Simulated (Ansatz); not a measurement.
# Be16H: the cost of one run

All numbers below are computed with Ansatz 0.2.0 (DFT LDA, plane waves, PAW, scalar-relativistic, no spin polarisation).

## 1. The system as given

The cell holds 17 atoms (Be16H): a = 4.580 Å, b = 3.966 Å, c = 7.177 Å, α = 90.00°, β = 90.00°, γ = 90.00°.

The coordinates stand in the first input below.

## 2. Relaxing the start

File input.yaml:

```yaml
crystal:
  lattice:
    - [-2.29, -3.966396, 0.0]
    - [3.435, -1.983198, 0.0]
    - [0.0, 0.0, 7.17686]
  atoms:
    - { symbol: Be, position: [0.75, 0.5, 0.0] }
    - { symbol: Be, position: [0.5, 0.3333333, 0.25] }
    - { symbol: Be, position: [0.75, 0.5, 0.5] }
    - { symbol: Be, position: [0.5, 0.3333333, 0.75] }
    - { symbol: Be, position: [0.5, 0.0, 0.0] }
    - { symbol: Be, position: [0.25, 0.8333333, 0.25] }
    - { symbol: Be, position: [0.5, 0.0, 0.5] }
    - { symbol: Be, position: [0.25, 0.8333333, 0.75] }
    - { symbol: Be, position: [0.25, 0.5, 0.0] }
    - { symbol: Be, position: [0.0, 0.3333333, 0.25] }
    - { symbol: Be, position: [0.25, 0.5, 0.5] }
    - { symbol: Be, position: [0.0, 0.3333333, 0.75] }
    - { symbol: Be, position: [0.0, 0.0, 0.0] }
    - { symbol: Be, position: [0.75, 0.8333333, 0.25] }
    - { symbol: Be, position: [0.0, 0.0, 0.5] }
    - { symbol: Be, position: [0.75, 0.8333333, 0.75] }
    - { symbol: H, position: [0.7368354, 0.1646407, 0.6266336] }
basis:
  ecutwfc: 420.0
kpoints:
  mp_grid: { grid: [3, 3, 2] }
hamiltonian:
  xc: lda
scf:
  occupations: { method: fermi_dirac, width: 0.1 }
  lower_state_search: "off"
relax:
  f_tol: 0.08
  max_steps: 25
  adjacent_minimum: "off"
```

Started as:

```console
> ansatz run input.yaml --threads 1 --pin off --max-ram 3072MiB --backend cpu --events-out ev --progress --plain --runs-dir out
```

Q: Estimate wall time and peak memory on 1 thread of Arm Neoverse V1, shared host.

About 8.8 s, with a peak of 0.3 GiB.
